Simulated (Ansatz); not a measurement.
I need a single point in a Gaussian basis of C4H8BF, SMILES CC(C)=CBF. Use Ansatz 0.2.0, Python API. Level of theory: PBE0, def2-SVP basis, multiplicity 1, D4 dispersion.

```xyz
14

C    -0.3142   -1.8799   -0.1098
C     0.0013   -0.3778   -0.0551
C     1.3657    0.0621   -0.4593
C    -0.8577    0.5170    0.3540
B    -0.7083    2.0535    0.4661
F    -1.7937    2.9175    0.9361
H    -1.1841   -1.9741   -0.8207
H     0.5250   -2.4405   -0.4792
H    -0.6589   -2.1763    0.9281
H     1.8987    0.5539    0.4400
H     2.0143   -0.8015   -0.7342
H     1.3664    0.7781   -1.2813
H    -1.9685    0.1697    0.6122
H     0.3012    2.5691    0.2319
```

The script, `energy_c4h8bf.py`:
```python
"""Single point of C4H8BF."""

from pathlib import Path

import ansatz
import numpy as np

molecule = (
    ansatz.Crystal.molecule()
    .atom("C", (-0.3142, -1.8799, -0.1098))
    .atom("C", (0.0013, -0.3778, -0.0551))
    .atom("C", (1.3657, 0.0621, -0.4593))
    .atom("C", (-0.8577, 0.517, 0.354))
    .atom("B", (-0.7083, 2.0535, 0.4661))
    .atom("F", (-1.7937, 2.9175, 0.9361))
    .atom("H", (-1.1841, -1.9741, -0.8207))
    .atom("H", (0.525, -2.4405, -0.4792))
    .atom("H", (-0.6589, -2.1763, 0.9281))
    .atom("H", (1.8987, 0.5539, 0.44))
    .atom("H", (2.0143, -0.8015, -0.7342))
    .atom("H", (1.3664, 0.7781, -1.2813))
    .atom("H", (-1.9685, 0.1697, 0.6122))
    .atom("H", (0.3012, 2.5691, 0.2319))
)

base = molecule.calculation()
base = base.basis(gaussian="def2-SVP")
base = base.functional("pbe0", dispersion="d4")
base = base.forces().orbitals()
done = base.run(runs_dir="c4h8bf_runs")
report = done.report

print(f"E = {report['free_energy_ev']:.6f} eV = {report['free_energy_ev'] / 27.211386246:.7f} Ha")
print("converged:", report["converged"], " doubts:", report["published_state_doubts"] or "none")

state = report["mean_field"]["state"]
print(f"mean field: {state['energy']['hartree']:.7f} Ha, <S^2> = {abs(state['spin_squared']):.4f}, stability: {state.get('stability', {}).get('kind')}")

symbols = [site.symbol for site in molecule.cartesian_sites]
print("forces (eV/A)")
for symbol, f in zip(symbols, report["forces_ev_ang"]):
    print(f"  {symbol:2s} {f[0]:9.4f} {f[1]:9.4f} {f[2]:9.4f}")

charges = report["charge_distribution"]
dipole = np.array(charges["dipole_moment_e_ang"]) * 4.803205
print("dipole (D): {:.3f} {:.3f} {:.3f}, length {:.3f}".format(*dipole, np.linalg.norm(dipole)))
print("atom  Mulliken   Lowdin")
for symbol, m, l in zip(symbols, charges["mulliken_charges_e"], charges["lowdin_charges_e"]):
    print(f"{symbol:4s} {m:9.3f} {l:8.3f}")

lines = Path(report["orbitals_path"]).read_text().splitlines()
field_of = lambda key: [line.split("=")[1].strip() for line in lines if line.startswith(key)]
orbitals = [(27.211386 * float(e), s, float(n)) for e, s, n in zip(field_of("Ene="), field_of("Spin="), field_of("Occup="))]
homo = max(e for e, _, n in orbitals if n > 0.5)
lumo = min(e for e, _, n in orbitals if n < 0.5)
for e, spin, n in sorted(orbitals):
    if homo - 10 < e < lumo + 5:
        print(f"{spin:6s} {e:10.3f} eV  occupation {n:.0f}")
```

```console
$ python energy_c4h8bf.py
E = -7657.749467 eV = -281.4171023 Ha
converged: True  doubts: none
mean field: -281.4089747 Ha, <S^2> = 0.0000, stability: minimum
forces (eV/A)
  C    -1.6685    1.7413    0.5304
  C     1.7982   -2.1565   -0.7505
  C     1.8936   -0.2720    1.3438
  C    -5.5330    1.9826    1.5155
  B    -3.0362    0.8195    1.3826
  F     2.7803   -2.5260   -1.3209
  H     0.5920   -0.2933    0.5906
  H     0.5277   -0.6213   -0.0530
  H     0.3905   -0.1245   -1.0699
  H    -0.6823   -0.5280   -1.2880
  H    -0.2938    0.4116   -0.0409
  H    -0.0121    0.2010   -0.2008
  H     2.2336    0.3689   -0.3783
  H     1.0100    0.9967   -0.2607
dipole (D): 1.697 -2.689 -0.970, length 3.324
atom  Mulliken   Lowdin
C       -0.007    0.043
C       -0.216   -0.077
C       -0.055    0.037
C       -0.122   -0.082
B        0.242   -0.175
F       -0.238    0.087
H        0.080    0.037
H        0.043   -0.002
H        0.086    0.040
H        0.088    0.048
H        0.038    0.008
H        0.081    0.023
H        0.049    0.058
H       -0.069   -0.047
Alpha     -15.233 eV  occupation 2
Alpha     -13.835 eV  occupation 2
Alpha     -13.006 eV  occupation 2
Alpha     -12.798 eV  occupation 2
Alpha     -12.425 eV  occupation 2
Alpha     -11.700 eV  occupation 2
Alpha     -11.376 eV  occupation 2
Alpha     -11.289 eV  occupation 2
Alpha     -11.159 eV  occupation 2
Alpha     -10.300 eV  occupation 2
Alpha     -10.187 eV  occupation 2
Alpha      -8.495 eV  occupation 2
Alpha      -7.670 eV  occupation 2
Alpha      -1.683 eV  occupation 0
Alpha       1.670 eV  occupation 0
Alpha       1.855 eV  occupation 0
Alpha       2.524 eV  occupation 0
Alpha       2.802 eV  occupation 0
Alpha       3.094 eV  occupation 0
```

Reading the output:
- Total energies depend on the basis set; only differences at equal settings carry meaning.
- The geometry is a force-field or estimated start, not a minimum of this method, and the basis set is short of its limit.
- The Löwdin charges here are taken after orthogonalising the functions within each atom; they differ from plain Löwdin charges, and their signs can be unphysical.
- Alpha marks a spatial orbital of a restricted run, filled by both spins.
- Levels such as HOMO and LUMO are orbital energies: with these approximate functionals they aren't the ionisation energy and electron affinity, and their gap isn't the fundamental gap.
- It ran for 7.7 s on 1 thread of Arm Neoverse V1, on a shared host, peak memory 0.33 GiB.

(A comment or docstring line of the script was reworded after the run, the code is as it ran; lines on the test bed's own set-up are left out of the output.)
